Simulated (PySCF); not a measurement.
# TaOH2: relaxation and vibrations of the doublet

Aim: relax TaOH2 as a doublet from a T-shaped (ligand arrangement 1) start, check by its vibrations whether the end is a minimum, and collect its spectrum and constants.

The runs use PySCF 2.14.0; PBE0, basis Ta def2-TZVP with ECP60, O def2-TZVP, H def2-TZVP, scalar-relativistic core potentials, no spin–orbit coupling, density fitting.

### 1 Where the work starts

4 atoms, charge 0, spin multiplicity 2.

Bond lengths: Ta1–O2 1.830 Å, Ta1–H3 1.780 Å, Ta1–H4 1.780 Å. Angles: O2–Ta1–H3 88.0°, O2–Ta1–H4 176.0°, H3–Ta1–H4 88.0°.

```xyz
4
charge 0 multiplicity 2
Ta    0.0000    0.0000    0.0000
O    -1.8289    0.0000    0.0639
H     0.0000    0.0000    1.7800
H     1.7789    0.0000    0.0621
```

### 2 Finding the electronic state

The steps below are one call of a driver around PySCF. For each, scf.py gives the equivalent set-up of the SCF; relaxations use the driver's own optimiser. After this first run the driver tries any further starts and a stability analysis.

The input, scf.py:

```python
from pyscf import gto, scf, dft
mol = gto.M(atom='''
Ta     0.000000     0.000000     0.000000
O     -1.828900     0.000000     0.063900
H      0.000000     0.000000     1.780000
H      1.778900     0.000000     0.062100''',
    basis={'Ta': 'def2-TZVP', 'O': 'def2-TZVP', 'H': 'def2-TZVP'},
    ecp={'Ta': 'def2-TZVP'},
    charge=0, spin=1)
mf = dft.UKS(mol, xc='PBE0')
mf.grids.atom_grid = (50, 194)
aux = {'Ta': 'def2-universal-JKFIT', 'O': 'def2-universal-JKFIT', 'H': 'def2-universal-JKFIT'}
mf = mf.density_fit(auxbasis=aux)
mf.conv_tol = 1e-08
mf.diis_space = 10
mf.max_cycle = 60
mf.init_guess = 'minao'
mf.verbose = 4
mf.kernel()
```

Run with:

```sh
> OMP_NUM_THREADS=2 python axn.py task.json out
```

Log:

```text
init E= -114.101533848517
[... the frontier-level lines of each cycle are left out ...]
cycle= 1 E= -133.096135997073  delta_E=  -19  |g|= 0.661  |ddm|= 4.28
cycle= 2 E= -128.959228635009  delta_E= 4.14  |g|= 2.61  |ddm|= 1.66
cycle= 3 E= -133.217756894983  delta_E= -4.26  |g|= 0.311  |ddm|= 1.55
cycle= 4 E= -133.269416269041  delta_E= -0.0517  |g|= 0.121  |ddm|= 0.479
cycle= 5 E= -133.276812935494  delta_E= -0.0074  |g|= 0.037  |ddm|= 0.145
cycle= 6 E= -133.277404888042  delta_E= -0.000592  |g|= 0.0161  |ddm|= 0.0279
cycle= 7 E= -133.277533927486  delta_E= -0.000129  |g|= 0.00543  |ddm|= 0.0105
cycle= 8 E= -133.277561194833  delta_E= -2.73e-05  |g|= 0.00153  |ddm|= 0.00621
cycle= 9 E= -133.277569385603  delta_E= -8.19e-06  |g|= 0.000955  |ddm|= 0.00404
cycle= 10 E= -133.2775749785  delta_E= -5.59e-06  |g|= 0.000507  |ddm|= 0.00499
cycle= 11 E= -133.277575823607  delta_E= -8.45e-07  |g|= 0.000127  |ddm|= 0.00213
cycle= 12 E= -133.277575903802  delta_E= -8.02e-08  |g|= 4.86e-05  |ddm|= 0.00059
cycle= 13 E= -133.277575918347  delta_E= -1.45e-08  |g|= 1.29e-05  |ddm|= 0.000339
cycle= 14 E= -133.277575918894  delta_E= -5.47e-10  |g|= 4.55e-06  |ddm|= 4.67e-05
Extra cycle  E= -133.277575918932  delta_E= -3.75e-11  |g|= 6.21e-06  |ddm|= 1.15e-05
converged SCF energy = -133.277575918932  <S^2> = 0.76019389  2S+1 = 2.010168
```

This step, with its further starts and checks, needed 11 s of wall time on 2 threads of Arm Neoverse V2, shared host.

Energies from each starting density:

```csv
start,energy (Eh)
the minimal-basis guess,-133.277576
a thermally smeared density,-133.277576
a smeared PBE density,-133.277576
```

No lower solution of this spin turned up from the other starts or in the test of internal stability.

### 3 Relaxing the doublet from the T-shaped (ligand arrangement 1) start

The program finds Cs symmetry in the start, which this walk keeps. The walk stops when the largest gradient is under 0.0003 Eh/bohr and the energy has settled too.

scf.py: that of step 2 with these lines changed.

```diff
@@ -3,4 +3,4 @@
-Ta     0.000000     0.000000     0.000000
-O     -1.828900     0.000000     0.063900
-H      0.000000     0.000000     1.780000
-H      1.778900     0.000000     0.062100''',
+Ta     0.138020     0.000000    -0.014468
+O     -1.690880     0.000000     0.049432
+H      0.138020     0.000000     1.765532
+H      1.916920     0.000000     0.047632''',
@@ -17 +16,0 @@
-mf.init_guess = 'minao'
```

Energy and gradient, step by step:

```csv
step,energy (Eh),change (kJ/mol),largest symmetric gradient (Eh/bohr)
0,-133.277576,0.00,0.09838
1,-133.289965,-32.53,0.02949
2,-133.302432,-65.26,0.02973
3,-133.310635,-86.80,0.04184
4,-133.317910,-105.90,0.04454
5,-133.323771,-121.29,0.05299
6,-133.341974,-169.08,0.02903
7,-133.346262,-180.33,0.02425
8,-133.347438,-183.42,0.01253
9,-133.347850,-184.50,0.00920
10,-133.348007,-184.92,0.00211
11,-133.348020,-184.95,0.00024
12,-133.348021,-184.95,0.00004
```

The walk took 23 s.

It settles in C2v symmetry, 185.0 kJ/mol below the start, after 12 steps: Ta–H 1.821 Å (×2), Ta–O 1.703 Å; H–Ta–H 129.3°, H–Ta–O 115.4° (×2).

### 4 Hessian and properties

The point is checked on the finer grid, and tightened if its gradient asks for it. The Hessian and the dipole derivatives come from central differences of analytic gradients, with steps of 0.02 bohr.

scf.py: that of step 3 with these lines changed.

```diff
@@ -3,4 +3,4 @@
-Ta     0.138020     0.000000    -0.014468
-O     -1.690880     0.000000     0.049432
-H      0.138020     0.000000     1.765532
-H      1.916920     0.000000     0.047632''',
+Ta     0.109687     0.000000     0.067824
+O     -1.338705     0.000000    -0.827772
+H     -0.092242     0.000000     1.877821
+H      1.638728     0.000000    -0.921570''',
@@ -11 +11 @@
-mf.grids.atom_grid = (50, 194)
+mf.grids.atom_grid = (75, 302)
@@ -14 +14 @@
-mf.conv_tol = 1e-08
+mf.conv_tol = 1e-10
```

The driver hands on the density of the step before, so the log starts near convergence.

SCF at the final geometry:

```text
init E= -133.34808487402
[... the frontier-level lines of each cycle are left out ...]
cycle= 1 E= -133.348084874022  delta_E= -1.82e-12  |g|= 1.85e-06  |ddm|= 3.96e-06
Extra cycle  E= -133.34808487402  delta_E= 1.48e-12  |g|= 2.11e-06  |ddm|= 3.92e-06
converged SCF energy = -133.34808487402  <S^2> = 0.75478074  2S+1 = 2.004775
```

The whole step took 40 s.

Geometry: C2v; Ta–H 1.821 Å (×2), Ta–O 1.703 Å; H–Ta–H 129.3°, H–Ta–O 115.4° (×2).

Harmonic modes (main isotopes):

| symmetry | ω (cm⁻¹) | IR (km/mol) | type |
| --- | --- | --- | --- |
| b1 | 489i | 237 | bend |
| b2 | 519 | 1.1 | bend |
| a1 | 710 | 22.4 | bend |
| a1 | 1036 | 184 | mixed |
| b2 | 1757 | 418 | stretch |
| a1 | 1801 | 104 | stretch |

1 mode is imaginary, the largest at 489i cm⁻¹: a saddle point, not a minimum.

Constants and moments:

```yaml
Dipole_moment: 2.05 D
Highest_occupied_level: -6.92 eV
Lowest_empty_level: -3.37 eV
Rotational_constants: 3.088, 0.3805, 0.3388 cm⁻¹
Zero-point_energy_real_modes: 34.8 kJ/mol
Principal_polarisabilities: 43.7, 48.8, 52.7 bohr³
Atomisation_energy_without_zero-point_energy: 1325 kJ/mol
Principal_traceless_quadrupole_moments_about_the_centre_of_mass: -3.73, -3.67, 7.40 D Å
Spin_squared_⟨S²⟩: 0.755
```

Populations by atom (charges in e):

```json
{"atom": "Ta1", "Mulliken": "0.78", "Löwdin": "0.64", "polar tensor": "1.45", "spin (Mulliken)": "1.13", "Mayer order to Ta1": "–"}
{"atom": "O2", "Mulliken": "-0.49", "Löwdin": "-0.28", "polar tensor": "-0.78", "spin (Mulliken)": "-0.07", "Mayer order to Ta1": "2.23"}
{"atom": "H3,4", "Mulliken": "-0.15", "Löwdin": "-0.18", "polar tensor": "-0.34", "spin (Mulliken)": "-0.03", "Mayer order to Ta1": "0.95"}
```

Mulliken populations on Ta1 (outside its core potential): s 2.87, p 6.49, d 2.79, f 0.07.

### 5 Downhill along the imaginary mode

The atoms are moved a little along the softest imaginary mode and relaxed again.

The program finds Cs symmetry in the start, which this walk keeps. The walk stops when the largest gradient is under 0.0003 Eh/bohr and the energy has settled too.

scf.py: that of step 4 with these lines changed.

```diff
@@ -3,4 +3,4 @@
-Ta     0.109687     0.000000     0.067824
-O     -1.338705     0.000000    -0.827772
-H     -0.092242     0.000000     1.877821
-H      1.638728     0.000000    -0.921570''',
+Ta     0.109718     0.001949     0.067843
+O     -1.338674    -0.006928    -0.827753
+H     -0.092211    -0.120000     1.877841
+H      1.638759    -0.120000    -0.921551''',
@@ -11 +11 @@
-mf.grids.atom_grid = (75, 302)
+mf.grids.atom_grid = (50, 194)
@@ -14 +14 @@
-mf.conv_tol = 1e-10
+mf.conv_tol = 1e-08
```

Steps of the walk:

```csv
step,energy (Eh),change (kJ/mol),largest symmetric gradient (Eh/bohr)
0,-133.348485,0.00,0.00547
1,-133.352852,-11.47,0.02489
2,-133.352920,-11.65,0.03704
3,-133.355567,-18.59,0.01214
4,-133.357300,-23.14,0.01028
5,-133.357825,-24.52,0.00356
6,-133.357856,-24.61,0.00094
7,-133.357857,-24.61,0.00012
```

The walk took 16 s.

Geometry (Å) and forces (eV/Å) at some steps:

```
step 0
Ta   0.110   0.002   0.068   0.054   0.281   0.032
O   -1.339  -0.007  -0.828   0.024  -0.093   0.016
H   -0.092  -0.120   1.878  -0.008  -0.094  -0.073
H    1.639  -0.120  -0.922  -0.069  -0.095   0.025
step 1
Ta   0.118   0.213   0.073  -0.847   0.041  -0.521
O   -1.329  -0.074  -0.822   1.280   0.080   0.790
H   -0.095  -0.192   1.861   0.032  -0.061  -0.536
H    1.623  -0.192  -0.917  -0.466  -0.060   0.267
step 4
Ta   0.126   0.336   0.078   0.528   0.153   0.328
O   -1.257  -0.118  -0.777  -0.306  -0.179  -0.191
H   -0.101  -0.231   1.783   0.007   0.013  -0.260
H    1.550  -0.231  -0.887  -0.230   0.013   0.123
step 7
Ta   0.138   0.378   0.085   0.002   0.000   0.002
O   -1.235  -0.136  -0.764  -0.006   0.000  -0.004
H   -0.099  -0.244   1.741   0.002   0.000   0.000
H    1.514  -0.244  -0.867   0.001   0.000   0.002
```

End point (Cs, 7 steps, 24.6 kJ/mol gained): Ta–H 1.785 Å (×2), Ta–O 1.694 Å; H–Ta–H 118.4°, H–Ta–O 104.6° (×2).

### 6 Is it a minimum? Harmonic modes

As before: finer grid, then central differences.

scf.py: that of step 5 with these lines changed.

```diff
@@ -3,4 +3,4 @@
-Ta     0.109718     0.001949     0.067843
-O     -1.338674    -0.006928    -0.827753
-H     -0.092211    -0.120000     1.877841
-H      1.638759    -0.120000    -0.921551''',
+Ta     0.104131     0.046722     0.064388
+O     -1.269326    -0.465826    -0.784873
+H     -0.131397    -0.574462     1.721283
+H      1.481190    -0.574462    -0.886655''',
@@ -11 +11 @@
-mf.grids.atom_grid = (50, 194)
+mf.grids.atom_grid = (75, 302)
@@ -14 +14 @@
-mf.conv_tol = 1e-08
+mf.conv_tol = 1e-10
```

SCF at the final geometry:

```text
init E= -133.357912408468
[... the frontier-level lines of each cycle are left out ...]
cycle= 1 E= -133.357912408446  delta_E= 2.19e-11  |g|= 9.31e-06  |ddm|= 9.48e-06
Extra cycle  E= -133.35791240817  delta_E= 2.76e-10  |g|= 2.82e-05  |ddm|= 1.86e-05
converged SCF energy = -133.35791240817  <S^2> = 0.75567183  2S+1 = 2.0056638
```

The whole step needed 49 s of wall time on 2 threads of Arm Neoverse V2, shared host.

Geometry: Cs; Ta–H 1.785 Å (×2), Ta–O 1.694 Å; H–Ta–H 118.4°, H–Ta–O 104.7° (×2).

Modes, for the most abundant isotopes:

```tsv
symmetry	ω (cm⁻¹)	IR (km/mol)	μ (u)	type
a'	509	77.7	1.06	bend
a''	585	3.4	1.12	bend
a'	722	34.9	1.03	bend
a'	1044	159	14.07	stretch
a''	1836	353	1.02	stretch
a'	1853	111	1.01	stretch
```

All wavenumbers are real: a minimum.

Properties at this point:

- Dipole moment: 3.62 D
- Highest occupied level: -6.21 eV
- Lowest empty level: -2.53 eV
- Rotational constants: 2.82, 0.3819, 0.3539 cm⁻¹
- Zero-point energy: 39.2 kJ/mol
- Principal polarisabilities: 44.9, 48.2, 59.9 bohr³
- Atomisation energy without zero-point energy: 1351 kJ/mol
- Principal traceless quadrupole moments about the centre of mass: -2.11, -1.24, 3.35 D Å
- Entropy at 298.15 K and 1 bar (electronic part: spin only): 274.6 J/(mol K)
- Heat capacity Cp at 298.15 K: 47.7 J/(mol K)
- Enthalpy at 298.15 K above 0 K: 11.29 kJ/mol
- Rotational symmetry number: 1
- Spin squared ⟨S²⟩: 0.756

Charges (e) and bond orders:

```
atom  Mulliken  Löwdin  polar tensor  spin (Mulliken)  Mayer order to Ta1
 Ta1      0.75    0.52          1.28             1.13                   –
  O2     -0.47   -0.25         -0.71            -0.08                2.29
H3,4     -0.14   -0.14         -0.28            -0.03                0.97
```

Mulliken populations on Ta1 (outside its core potential): s 2.83, p 6.37, d 2.98, f 0.07.

### 7 All stationary points

| spin | group | bonds | imaginary modes (cm⁻¹) | ΔE (kJ/mol) | with zero-point energy |
| --- | --- | --- | --- | --- | --- |
| doublet | Cs | Ta–H 1.785 Å (×2), Ta–O 1.694 Å | none | 0.0 | 0.0 |
| doublet | C2v | Ta–H 1.821 Å (×2), Ta–O 1.703 Å | 489i | 25.8 | – |

### 8 Results

| quantity | value |
| --- | --- |
| minimum | doublet, Cs |
| geometry | Ta–H 1.785 Å (×2), Ta–O 1.694 Å; H–Ta–H 118.4°, H–Ta–O 104.7° (×2) |
| wavenumbers (cm⁻¹) | 509 (a'), 585 (a''), 722 (a'), 1044 (a'), 1836 (a''), 1853 (a') |
| dipole moment | 3.62 D |
| highest occupied, lowest empty level (either spin) | -6.21, -2.53 eV |
| polar-tensor charge of Ta1 | +1.28 e |
| zero-point energy | 39.2 kJ/mol |
| entropy at 298.15 K | 274.6 J/(mol K) |
| atomisation energy (no zero-point energy) | 1351 kJ/mol |
| ⟨S²⟩ | 0.756 |

In words: The T-shaped (ligand arrangement 1) start (Cs) ends in a minimum of Cs symmetry, after a stop at a saddle point 25.8 kJ/mol higher, from which it was pushed off along an imaginary mode. The strongest infrared band lies at 1836 cm⁻¹ (a'', stretch). Most of the spin sits on Ta1 (Mulliken spin 1.13, against 1 for the whole molecule). Other starts or spin states, not run here, may lie lower. One determinant may miss the lowest occupation of an open d or f shell. With an element this heavy the missing spin–orbit coupling can shift these numbers.

The search up to here took 2.3 min.
